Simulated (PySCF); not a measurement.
# terephthalaldehyde (C₈H₆O₂): runs on many settings

Aim: see how terephthalaldehyde (C₈H₆O₂) (`O=Cc1ccc(C=O)cc1`) answers to the choice of functional, basis, grid and SCF options, and what happens with inputs that are wrong on purpose.

Computed with PySCF 2.14.0, with density-fitted response routines of our own, on a single molecule, in the gas phase or a continuum. Atoms count from 0, in the outputs and in this text.

## (1) The molecule as given

16 atoms, charge 0, multiplicity 1; geometry from: GFN2-xTB.

Bonds of the start (Å): O0–C1 1.20, C1–C2 1.47, C2–C3 1.40, C3–C4 1.38, C4–C5 1.40, C5–C6 1.47, C6–O7 1.20, C5–C8 1.40, C8–C9 1.38, C9–C2 1.40, C1–H10 1.11, C3–H11 1.08, C4–H12 1.08, C6–H13 1.11, C8–H14 1.08, C9–H15 1.08.

## (2) J couplings: KT2/3-21G in methanol

What the job is given:

```
{"job": {"kind": "j", "xc": "KT2", "basis": "3-21G", "solvent": "methanol"}, "charge": 0, "multiplicity": 1}
O      3.508592     0.598818    -0.942009
C      2.849735    -0.105658    -0.223135
C      1.383553    -0.055482    -0.102946
C      0.660525     0.865531    -0.864759
C     -0.713255     0.922481    -0.763384
C     -1.384281     0.057696     0.102741
C     -2.850873     0.105480     0.220608
O     -3.509750    -0.598134     0.940323
C     -0.661179    -0.862975     0.864800
C      0.712557    -0.919777     0.763562
H      3.323734    -0.871346     0.422095
H      1.203104     1.523126    -1.527688
H     -1.276448     1.633156    -1.350893
H     -3.324620     0.867993    -0.428806
H     -1.203980    -1.520953     1.527144
H      1.274987    -1.631013     1.350937
```

With the program's defaults for keys left out, this is: KT2/3-21G indirect spin-spin coupling, non-relativistic, IEF-PCM methanol.

Launch:

```bash
OMP_NUM_THREADS=1 python probes_run.py task.json out
```

The driver reads the jobs from task.json and runs them one after another.

Standard output:

```text
coarse grid: 14584 points
cycle   1  E = -463.8426298620  dE =  1.640e+00  |g| = 1.076e+00  |ddm| = 4.811e+00
cycle   2  E = -462.6078855861  dE =  1.235e+00  |g| = 2.567e+00  |ddm| = 5.329e+00
cycle   3  E = -464.0605318988  dE = -1.453e+00  |g| = 2.025e-01  |ddm| = 4.384e+00
cycle   4  E = -464.0698142178  dE = -9.282e-03  |g| = 9.322e-02  |ddm| = 4.761e-01
cycle   5  E = -464.0721428306  dE = -2.329e-03  |g| = 2.161e-02  |ddm| = 1.694e-01
cycle   6  E = -464.0722606354  dE = -1.178e-04  |g| = 4.040e-03  |ddm| = 2.912e-02
cycle   7  E = -464.0722644340  dE = -3.799e-06  |g| = 1.485e-03  |ddm| = 7.790e-03
final grid: 144312 points
cycle   8  E = -464.0233761730  dE = -1.666e-04  |g| = 1.478e-02  |ddm| = 6.622e-02
cycle   9  E = -464.0232133675  dE =  1.628e-04  |g| = 3.233e-02  |ddm| = 5.316e-02
cycle  10  E = -464.0234102197  dE = -1.969e-04  |g| = 4.708e-03  |ddm| = 4.123e-02
cycle  11  E = -464.0234156275  dE = -5.408e-06  |g| = 5.003e-04  |ddm| = 5.894e-03
cycle  12  E = -464.0234156859  dE = -5.841e-08  |g| = 1.584e-04  |ddm| = 6.575e-04
cycle  13  E = -464.0234156922  dE = -6.275e-09  |g| = 1.545e-05  |ddm| = 2.533e-04
cycle  14  E = -464.0234156922  dE = -7.958e-13  |g| = 1.658e-05  |ddm| = 3.784e-05
converged SCF energy = -464.0234156922

Indirect spin-spin couplings (Hz)
  i      j    bonds     total        FC       PSO       DSO        SD
  0 O   10 H    2      0.488    -2.784     2.943     0.330         -
  0 O   11 H    4      0.170     0.354    -0.019    -0.164         -
  0 O   15 H    4      0.531     0.391    -0.021     0.160         -
  1 C   10 H    1    125.971   125.271    -0.453     1.153         -
  1 C   11 H    3      2.617     2.694    -0.159     0.082         -
  1 C   15 H    3      3.885     3.784    -0.102     0.203         -
  2 C   10 H    2     18.532    18.861    -0.315    -0.014         -
  2 C   11 H    2     -2.197    -1.152    -0.920    -0.125         -
  2 C   12 H    3      4.680     5.018     0.072    -0.410         -
  2 C   14 H    3      5.075     5.412     0.064    -0.401         -
  2 C   15 H    2     -1.686    -0.679    -0.840    -0.167         -
  3 C   10 H    3      1.775     1.983     0.200    -0.408         -
  3 C   11 H    1    118.877   117.628     0.156     1.093         -
  3 C   12 H    2     -2.591    -1.458    -0.869    -0.264         -
  3 C   13 H    4     -0.348    -0.235     0.066    -0.179         -
  3 C   14 H    4     -1.974    -1.731     0.150    -0.394         -
  3 C   15 H    3      4.015     4.417     0.060    -0.462         -
  4 C   10 H    4      0.509     0.708     0.105    -0.305         -
  4 C   11 H    2     -2.375    -1.266    -0.843    -0.267         -
  4 C   12 H    1    117.231   115.987     0.199     1.045         -
  4 C   13 H    3      0.442     0.412    -0.170     0.200         -
  4 C   14 H    3      4.165     4.567     0.056    -0.458         -
  4 C   15 H    4     -1.882    -1.618     0.143    -0.406         -
  5 C   11 H    3      5.077     5.414     0.063    -0.401         -
  5 C   12 H    2     -1.696    -0.689    -0.841    -0.166         -
  5 C   13 H    2     18.521    18.850    -0.316    -0.013         -
  5 C   14 H    2     -2.199    -1.153    -0.920    -0.125         -
  5 C   15 H    3      4.678     5.016     0.073    -0.410         -
  6 C   12 H    3      3.885     3.784    -0.102     0.203         -
  6 C   13 H    1    125.965   125.265    -0.453     1.153         -
  6 C   14 H    3      2.617     2.694    -0.159     0.082         -
  7 O   12 H    4      0.531     0.391    -0.020     0.160         -
  7 O   13 H    2      0.487    -2.783     2.941     0.330         -
  7 O   14 H    4      0.171     0.354    -0.019    -0.164         -
  8 C   10 H    4     -0.349    -0.236     0.066    -0.179         -
  8 C   11 H    4     -1.974    -1.730     0.150    -0.394         -
  8 C   12 H    3      4.011     4.414     0.060    -0.462         -
  8 C   13 H    3      1.774     1.981     0.200    -0.407         -
  8 C   14 H    1    118.871   117.623     0.155     1.093         -
  8 C   15 H    2     -2.602    -1.470    -0.869    -0.263         -
  9 C   10 H    3      0.440     0.410    -0.170     0.200         -
  9 C   11 H    3      4.166     4.568     0.056    -0.458         -
  9 C   12 H    4     -1.881    -1.618     0.143    -0.406         -
  9 C   13 H    4      0.509     0.709     0.105    -0.304         -
  9 C   14 H    2     -2.370    -1.260    -0.843    -0.267         -
  9 C   15 H    1    117.219   115.976     0.199     1.045         -
 10 H   11 H    4     -1.245    -0.144     0.635    -1.736         -
 10 H   13 H    7     -0.430     0.012     0.320    -0.762         -
 10 H   14 H    5     -0.399    -0.045     0.297    -0.650         -
 10 H   15 H    4      1.011    -0.214    -0.712     1.937         -
 11 H   12 H    3      6.701     6.979    -0.096    -0.182         -
 11 H   13 H    5     -0.398    -0.045     0.296    -0.649         -
 11 H   14 H    5     -0.308     0.792     0.641    -1.742         -
 12 H   13 H    4      1.015    -0.212    -0.714     1.941         -
 12 H   15 H    5     -0.404     0.726     0.650    -1.781         -
 13 H   14 H    4     -1.244    -0.143     0.635    -1.736         -
 14 H   15 H    3      6.703     6.981    -0.096    -0.181         -
```

It took 14 s on 1 thread of Intel Xeon at 2.70GHz, shared host.

This basis has no tight s functions, so the Fermi-contact terms are rough.

A choice of the couplings up to four bonds, sorted by the number of bonds, with means over like pairs; isotopes 13C, 1H, 17O:

```tsv
pair	bonds	J (Hz)	Fermi contact (Hz)	dihedral (°)
C1–H10	1	126.0	125.3	–
C3–H11	1	118.0	116.8	–
C2–H10	2	18.5	18.9	–
C3–H12	2	-2.5	-1.4	–
C2–H11	2	-1.9	-0.9	–
H11–H12	3	6.7	7.0	0
C2–H12	3	4.9	5.2	-180
C3–H15	3	4.1	4.5	180
C1–H11	3	3.3	3.2	0
C3–H10	3	1.1	1.2	–
C3–H14	4	-1.9	-1.7	–
```

The spin-dipole term was not solved, so all couplings lack that part.

The response was solved for the nuclei of H alone, so couplings that need other nuclei can be missing.

Quadrupole couplings from the field gradients of the same density:

```tsv
atom	isotope	eQq/h (MHz)	η
O0	17O	10.8	0.45
O7	17O	10.8	0.45
```

## (3) Shielding tensors: BLYP/IGLO-II

The job, as its differences from that of step 2:

```diff
@@ -1,2 +1,2 @@
-{"job": {"kind": "j", "xc": "KT2", "basis": "3-21G", "solvent": "methanol"}, "charge": 0, "multiplicity": 1}
+{"job": {"kind": "nmr", "xc": "BLYP", "basis": "IGLO-II", "pop": false, "scf": {"max_cycle": 79}}, "charge": 0, "multiplicity": 5}
 O      3.508592     0.598818    -0.942009
```

Level: BLYP/IGLO-II.

Standard output:

```text
NotImplementedError: this response code serves closed shells only; the SCF ended at -458.53428188 Eh with <S^2> = 6.0093
```

Run time: 7.7 min. Hardware: 1 thread of Intel Xeon at 2.70GHz, shared host.

Diagnosis: The input makes an open shell, and this response code serves closed shells alone. The remedy is to restore the closed-shell charge and spin, or use an unrestricted response code.

## (4) J couplings: PBE0/IGLO-II

The job, as its differences from that of step 3:

```diff
@@ -1,2 +1,2 @@
-{"job": {"kind": "nmr", "xc": "BLYP", "basis": "IGLO-II", "pop": false, "scf": {"max_cycle": 79}}, "charge": 0, "multiplicity": 5}
+{"job": {"kind": "j", "xc": "PBE0", "basis": "IGLO-II", "grid": 1, "scf": {"aux": "def2-universal-jkfit"}}, "charge": 0, "multiplicity": 1}
 O      3.508592     0.598818    -0.942009
```

Method: PBE0/IGLO-II indirect spin-spin coupling, non-relativistic, gas phase.

Standard output:

```text
final grid: 66632 points
cycle   1  E = -458.2584375493  dE =  2.021e+00  |g| = 1.069e+00  |ddm| = 3.688e+00
cycle   2  E = -457.3930031550  dE =  8.654e-01  |g| = 2.354e+00  |ddm| = 3.660e+00
cycle   3  E = -458.4786335180  dE = -1.086e+00  |g| = 1.409e-01  |ddm| = 2.873e+00
cycle   4  E = -458.4820326511  dE = -3.399e-03  |g| = 9.074e-02  |ddm| = 1.861e-01
cycle   5  E = -458.4840569628  dE = -2.024e-03  |g| = 1.477e-02  |ddm| = 8.488e-02
cycle   6  E = -458.4841005108  dE = -4.355e-05  |g| = 4.480e-03  |ddm| = 1.157e-02
cycle   7  E = -458.4841046361  dE = -4.125e-06  |g| = 1.267e-03  |ddm| = 6.135e-03
cycle   8  E = -458.4841049207  dE = -2.845e-07  |g| = 5.416e-04  |ddm| = 1.420e-03
cycle   9  E = -458.4841049826  dE = -6.196e-08  |g| = 9.597e-05  |ddm| = 5.027e-04
cycle  10  E = -458.4841049828  dE = -1.271e-10  |g| = 9.366e-05  |ddm| = 1.436e-04
cycle  11  E = -458.4841049844  dE = -1.671e-09  |g| = 6.865e-06  |ddm| = 7.265e-05
cycle  12  E = -458.4841049844  dE = -7.731e-12  |g| = 2.745e-06  |ddm| = 6.370e-06
converged SCF energy = -458.4841049844

Indirect spin-spin couplings (Hz)
  i      j    bonds     total        FC       PSO       DSO        SD
  0 O   10 H    2     -3.273    -6.710     3.048     0.389         -
  0 O   15 H    4      0.384     0.303    -0.095     0.177         -
  1 C   10 H    1    158.725   158.777    -1.170     1.118         -
  1 C   11 H    3      4.118     4.301    -0.254     0.071         -
  1 C   12 H    4      0.161     0.187     0.247    -0.273         -
  1 C   14 H    4      0.224     0.254     0.197    -0.227         -
  1 C   15 H    3      6.402     6.463    -0.267     0.206         -
  2 C   10 H    2     22.896    23.325    -0.393    -0.035         -
  2 C   11 H    2     -1.202     0.078    -1.137    -0.143         -
  2 C   12 H    3      7.018     7.119     0.318    -0.418         -
  2 C   13 H    5      0.236     0.288     0.153    -0.205         -
  2 C   14 H    3      7.589     7.704     0.296    -0.411         -
  2 C   15 H    2     -0.211     1.025    -1.049    -0.187         -
  3 C   10 H    3      3.048     3.029     0.437    -0.417         -
  3 C   11 H    1    154.761   154.164    -0.423     1.020         -
  3 C   12 H    2     -0.195     1.106    -1.018    -0.283         -
  3 C   13 H    4     -0.237    -0.213     0.159    -0.184         -
  3 C   14 H    4     -1.500    -1.484     0.386    -0.402         -
  3 C   15 H    3      6.253     6.402     0.323    -0.472         -
  4 C   10 H    4      0.990     1.031     0.268    -0.310         -
  4 C   11 H    2      0.104     1.326    -0.933    -0.289         -
  4 C   12 H    1    148.812   148.076    -0.248     0.985         -
  4 C   13 H    3      1.497     1.624    -0.318     0.191         -
  4 C   14 H    3      6.521     6.675     0.314    -0.468         -
  4 C   15 H    4     -1.490    -1.462     0.385    -0.413         -
  5 C   10 H    5      0.236     0.288     0.153    -0.205         -
  5 C   11 H    3      7.592     7.707     0.296    -0.411         -
  5 C   12 H    2     -0.228     1.008    -1.050    -0.186         -
  5 C   13 H    2     22.874    23.303    -0.394    -0.035         -
  5 C   14 H    2     -1.207     0.074    -1.138    -0.143         -
  5 C   15 H    3      7.016     7.116     0.318    -0.418         -
  6 C   11 H    4      0.224     0.254     0.197    -0.227         -
  6 C   12 H    3      6.403     6.464    -0.268     0.206         -
  6 C   13 H    1    158.716   158.768    -1.170     1.118         -
  6 C   14 H    3      4.119     4.302    -0.255     0.071         -
  6 C   15 H    4      0.160     0.186     0.247    -0.273         -
  7 O   12 H    4      0.385     0.303    -0.095     0.177         -
  7 O   13 H    2     -3.278    -6.712     3.045     0.389         -
  8 C   10 H    4     -0.237    -0.213     0.159    -0.184         -
  8 C   11 H    4     -1.500    -1.483     0.386    -0.402         -
  8 C   12 H    3      6.249     6.397     0.323    -0.472         -
  8 C   13 H    3      3.046     3.026     0.437    -0.417         -
  8 C   14 H    1    154.750   154.153    -0.423     1.020         -
  8 C   15 H    2     -0.218     1.084    -1.020    -0.282         -
  9 C   10 H    3      1.495     1.622    -0.318     0.191         -
  9 C   11 H    3      6.523     6.677     0.314    -0.468         -
  9 C   12 H    4     -1.489    -1.461     0.385    -0.413         -
  9 C   13 H    4      0.990     1.031     0.268    -0.309         -
  9 C   14 H    2      0.114     1.336    -0.933    -0.289         -
  9 C   15 H    1    148.797   148.060    -0.248     0.985         -
 10 H   11 H    4     -0.300    -0.132     1.603    -1.772         -
 10 H   12 H    5      0.636     0.756     1.191    -1.311         -
 11 H   12 H    3      8.142     8.384     0.003    -0.246         -
 11 H   14 H    5      0.801     0.961     1.611    -1.771         -
 11 H   15 H    4      0.593     0.792     1.676    -1.876         -
 12 H   14 H    4      0.591     0.791     1.676    -1.875         -
 12 H   15 H    5      0.681     0.851     1.636    -1.806         -
 13 H   14 H    4     -0.299    -0.130     1.603    -1.771         -
 13 H   15 H    5      0.635     0.755     1.191    -1.311         -
 14 H   15 H    3      8.145     8.388     0.002    -0.244         -
```

Wall time 55 s (1 thread of Intel Xeon at 2.70GHz, shared host); peak memory 0.97 GiB.

Key values: J(C1,H10) 158.7 Hz, J(C3,H11) 151.8 Hz, J(C2,H10) 22.9 Hz (means over like pairs).

## (5) Shielding tensors: PBE0/6-31G*

The job, as its differences from that of step 4:

```diff
@@ -1,2 +1,2 @@
-{"job": {"kind": "j", "xc": "PBE0", "basis": "IGLO-II", "grid": 1, "scf": {"aux": "def2-universal-jkfit"}}, "charge": 0, "multiplicity": 1}
+{"job": {"kind": "nmr", "xc": "PBE0", "basis": "6-31G*", "pop": true, "scf": {"guess": "1e", "max_cycle": 88}}, "charge": 0, "multiplicity": 1}
 O      3.508592     0.598818    -0.942009
```

With the program's defaults for keys left out, this is: GIAO PBE0/6-31G* NMR shielding, non-relativistic, gas phase.

Standard output:

```text
final grid: 144312 points
cycle   1  E = -301.2206914749  dE =  5.962e+01  |g| = 1.481e+01  |ddm| = 5.669e+01
cycle   2  E = -316.7201056318  dE = -1.550e+01  |g| = 1.409e+01  |ddm| = 5.904e+01
cycle   3  E = -437.1327725098  dE = -1.204e+02  |g| = 8.138e+00  |ddm| = 4.206e+01
cycle   4  E = -452.7343714032  dE = -1.560e+01  |g| = 4.946e+00  |ddm| = 3.908e+01
cycle   5  E = -458.2645030034  dE = -5.530e+00  |g| = 6.305e-01  |ddm| = 4.511e+00
cycle   6  E = -458.3009703084  dE = -3.647e-02  |g| = 5.041e-01  |ddm| = 1.454e+00
cycle   7  E = -458.3581899274  dE = -5.722e-02  |g| = 1.604e-01  |ddm| = 6.140e-01
cycle   8  E = -458.3617511225  dE = -3.561e-03  |g| = 1.099e-01  |ddm| = 2.571e-01
cycle   9  E = -458.3642273854  dE = -2.476e-03  |g| = 3.167e-02  |ddm| = 1.303e-01
cycle  10  E = -458.3644254452  dE = -1.981e-04  |g| = 9.060e-03  |ddm| = 3.374e-02
cycle  11  E = -458.3644434884  dE = -1.804e-05  |g| = 3.159e-03  |ddm| = 1.204e-02
cycle  12  E = -458.3644460460  dE = -2.558e-06  |g| = 6.038e-04  |ddm| = 3.792e-03
cycle  13  E = -458.3644461344  dE = -8.834e-08  |g| = 1.325e-04  |ddm| = 8.116e-04
cycle  14  E = -458.3644461374  dE = -3.043e-09  |g| = 9.009e-05  |ddm| = 2.450e-04
cycle  15  E = -458.3644461393  dE = -1.878e-09  |g| = 3.135e-05  |ddm| = 1.115e-04
cycle  16  E = -458.3644461395  dE = -2.533e-10  |g| = 8.501e-06  |ddm| = 3.624e-05
converged SCF energy = -458.3644461395

GIAO shielding tensors (ppm)
atom      isotropic    diamagn.    paramagn.     s11        s22        s33       span
  0 O     -284.315     395.393    -679.708   -892.960   -352.497    392.513   1285.473
  1 C       14.150     249.604    -235.454    -61.578      6.044     97.984    159.562
  2 C       64.091     255.644    -191.553    -20.821     37.232    175.862    196.683
  3 C       72.530     261.574    -189.044    -21.289     44.667    194.213    215.501
  4 C       67.661     262.389    -194.728    -21.018     38.945    185.056    206.075
  5 C       64.055     255.651    -191.596    -20.892     37.205    175.851    196.743
  6 C       14.150     249.616    -235.466    -61.557      6.049     97.956    159.513
  7 O     -284.122     395.403    -679.525   -892.462   -352.373    392.470   1284.931
  8 C       72.527     261.583    -189.056    -21.316     44.683    194.213    215.529
  9 C       67.687     262.391    -194.705    -20.988     38.968    185.080    206.068
 10 H       22.156      26.424      -4.268     19.725     22.359     24.385      4.660
 11 H       23.899      31.521      -7.622     19.640     24.363     27.695      8.055
 12 H       24.527      31.114      -6.586     21.705     24.529     27.348      5.643
 13 H       22.156      26.420      -4.265     19.726     22.349     24.392      4.666
 14 H       23.900      31.528      -7.628     19.641     24.361     27.697      8.056
 15 H       24.529      31.121      -6.592     21.704     24.532     27.351      5.648
```

Run time: 43 s. Hardware: 1 thread of Intel Xeon at 2.70GHz, shared host; peak memory 0.7 GiB.

Despite a poor start guess, the SCF converged in 16 cycles.

Shifts follow as δ = σ(reference) − σ, with reference shieldings (ppm) from runs at the same level and on the same kind of geometry: ¹H TMS 32.41, ¹³C TMS 196.4, ¹⁷O H2O 326.0. The references are single molecules in the gas phase, so shifts against H2O, NH3, PH3, H3PO4 or CFCl3 are not on the usual liquid scales and can be off by tens of ppm. Atoms listed in one row are averaged.

```tsv
atoms	environment	σ (ppm)	δ (ppm)
C1, C6	aldehyde carbonyl carbon	14.1	182.2
C2, C5	substituted aromatic carbon	64.1	132.3
C3, C4, C8, C9	aromatic CH	70.1	126.3
H10, H13	hydrogen on an aldehyde carbonyl carbon	22.16	10.26
H11, H12, H14, H15	hydrogen on an aromatic CH	24.21	8.20
O0, O7	aldehyde oxygen	-284.2	610.2
```

The run also stored atomic charges by several schemes (e):

```tsv
atoms	Mulliken	IAO	Hirshfeld	ESP fit
O0, O7	-0.38	-0.38	-0.22	-0.40
C1, C6	0.19	0.25	0.12	0.37
C2, C5	0.03	-0.05	0.00	0.03
C3, C4, C8, C9	-0.19	-0.12	-0.03	-0.15
```

Mayer bond orders: O0–C1 1.94, C1–C2 0.97, C2–C3 1.40, C3–C4 1.44, C4–C5 1.38, C5–C6 0.97, C6–O7 1.94, C5–C8 1.40, C8–C9 1.44, C9–C2 1.38.

Ring of atoms C2, C3, C4, C5, C8, C9: NICS(0) -8.7, NICS(1) -11.1, NICS(1)zz -26.8 ppm (means of both faces).

## (6) J couplings: PBE0/pcX-1

The job, as its differences from that of step 5:

```diff
@@ -1,2 +1,2 @@
-{"job": {"kind": "nmr", "xc": "PBE0", "basis": "6-31G*", "pop": true, "scf": {"guess": "1e", "max_cycle": 88}}, "charge": 0, "multiplicity": 1}
+{"job": {"kind": "j", "xc": "PBE0", "basis": "pcX-1", "scf": {"max_cycle": 65}}, "charge": 2, "multiplicity": 1}
 O      3.508592     0.598818    -0.942009
```

Level: PBE0/pcX-1.

Standard output:

```text
KeyError: 'Element h (Z=1) not found in basis pcX-1 version 1'
```

It took 0.02 s on 1 thread of Intel Xeon at 2.70GHz, shared host.

Diagnosis: The basis pcX-1 has no functions for an element of the molecule, so the input was refused before any integral. Cure: choose a basis that covers all elements.

## (7) Comparing the runs: spin-spin couplings

Couplings (Hz), each a mean over the pairs like the one named, with basis size and wall time:

```tsv
run	C1–H10	C3–H11	C2–H10	H11–H12	C2–H12	C3–H15	C1–H11	functions	time
KT2/3-21G in methanol	126.0	118.0	18.5	6.7	4.9	4.1	3.3	102	14 s
PBE0/IGLO-II	158.7	151.8	22.9	8.1	7.3	6.4	5.3	256	55 s
```

## (8) What came out

| quantity | value |
| --- | --- |
| largest coupling of the table (KT2/3-21G) | ¹J(C,H) C1–H10, 126.0 Hz |
| ¹³C shifts against TMS (PBE0/6-31G*, means over atoms taken as alike) | 182.2, 132.3, 126.3 ppm |
| ¹H shifts against TMS (PBE0/6-31G*, means over atoms taken as alike) | 10.26, 8.20 ppm |
| ¹⁷O shifts against H2O (PBE0/6-31G*, means over atoms taken as alike) | 610.2 ppm |
| range of J(C1,H10), mean over like pairs | 126.0 to 158.7 Hz |
| property runs in this session | 5, of which 2 failed and 0 gave unsound results |

**Reading.** Single values in the summary come from the first run of each kind that ended normally (KT2/3-21G; PBE0/6-31G*), which need not be the best level. Of the pairs tabulated at KT2/3-21G, C1–H10 (mean over like pairs) couples most strongly (126.0 Hz; Fermi contact 125.3 Hz). Couplings across rotatable bonds belong to this one conformer; where others are populated, the observed values are averages. At PBE0/6-31G*: The widest tensor belongs to O0, O7: span 1285 ppm, with a paramagnetic part of -680 ppm. NICS(1)zz of -27 ppm above the planar ring from C2 marks a diatropic (aromatic) ring current. The coupling C1–H10, as a mean over pairs of its kind, runs from 126.0 Hz (KT2/3-21G in methanol) to 158.7 Hz (PBE0/IGLO-II). Couplings from bases without tight functions are rough.
